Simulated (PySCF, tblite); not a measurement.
# C₃H₄BF₅O: geometry, infrared bands and NMR shifts

What infrared bands and NMR shifts should C₃H₄BF₅O (`FB(F)OCCC(F)(F)F`) show?

Programs: tblite 0.8.0 and PySCF 2.14.0, with density-fitted response routines of our own. Each step states its level of theory. These are calculated values for one molecule in the gas phase, unless marked as measured. Atoms are numbered from 0 throughout.

### 1 The starting structure

14 atoms, charge 0, multiplicity 1; geometry from: force field or distance geometry start.

Bonds of the start (Å): F0–B1 1.45, B1–F2 1.46, B1–O3 1.48, O3–C4 1.39, C4–C5 1.50, C5–C6 1.50, C6–F7 1.40, C6–F8 1.39, C6–F9 1.38, C4–H10 1.12, C4–H11 1.10, C5–H12 1.13, C5–H13 1.13.

### 2 Relaxing the molecule with GFN2-xTB

Job settings and geometry (Å):

```
{"job": {"kind": "relax", "xc": "GFN2-xTB", "basis": "xTB"}, "charge": 0, "multiplicity": 1}
F      2.494000    -2.080700     0.347000
B      2.350800    -0.740100     0.868700
F      3.535700     0.114200     0.872300
O      1.049800    -0.053400     1.003000
C      0.457200     0.040200    -0.245700
C     -0.861100     0.736100    -0.075500
C     -1.828500     0.042200     0.830800
F     -2.973600     0.844100     0.874000
F     -2.229300    -1.169800     0.274000
F     -1.378100    -0.112900     2.125900
H      1.122200     0.692100    -0.873400
H      0.386000    -0.969300    -0.676400
H     -0.736100     1.807600     0.275600
H     -1.389700     0.849200    -1.062400
```

Command:

```bash
OMP_NUM_THREADS=1 python probes_run.py task.json out
```

The driver reads the jobs from task.json and runs them one after another.

**Question.** This job is followed by: GFN2-xTB harmonic vibrations, gas phase; GIAO PBE0/pcSseg-1 NMR shielding, non-relativistic, gas phase. Predict these results of the whole session: strongest single infrared mode (GFN2-xTB); zero-point energy (GFN2-xTB); 13C shifts against TMS (PBE0/pcSseg-1); 1H shifts against TMS (PBE0/pcSseg-1, means over atoms taken as alike); 19F shifts against CFCl3 (PBE0/pcSseg-1, means over atoms taken as alike); 11B shifts against BF3·OEt2 (PBE0/pcSseg-1); 17O shifts against H2O (PBE0/pcSseg-1).

As calculated:

| quantity | value |
| --- | --- |
| strongest single infrared mode (GFN2-xTB) | 1403 cm⁻¹, 643 km/mol |
| zero-point energy (GFN2-xTB) | 51.7 kcal/mol |
| 13C shifts against TMS (PBE0/pcSseg-1) | 135.2, 63.0, 40.6 ppm |
| 1H shifts against TMS (PBE0/pcSseg-1, means over atoms taken as alike) | 4.52, 2.37 ppm |
| 19F shifts against CFCl3 (PBE0/pcSseg-1, means over atoms taken as alike) | -82.9, -136.7 ppm |
| 11B shifts against BF3·OEt2 (PBE0/pcSseg-1) | 12.3 ppm |
| 17O shifts against H2O (PBE0/pcSseg-1) | 95.0 ppm |

**Reading.** Over 99 steps the energy fell by 1.974 eV; of the close pairs, B1–O3 changed most, 1.477 to 1.323 Å. No mode is imaginary among the 36: a minimum at this level. The strongest single mode, at 1403 cm⁻¹, moves mainly B1 and O3. GFN2-xTB is a fitted tight-binding method: band positions and strengths are rough. Its intensities can rank the bands wrongly. The most deshielded hydrogen is H10, H11 (mean) (hydrogen on an sp3 CH2 bonded to O), at 4.52 ppm: its carbon carries O, an electronegative neighbour. At PBE0/pcSseg-1: Shielding is most anisotropic at F0, F2 (span 197 ppm, paramagnetic term -160 ppm).
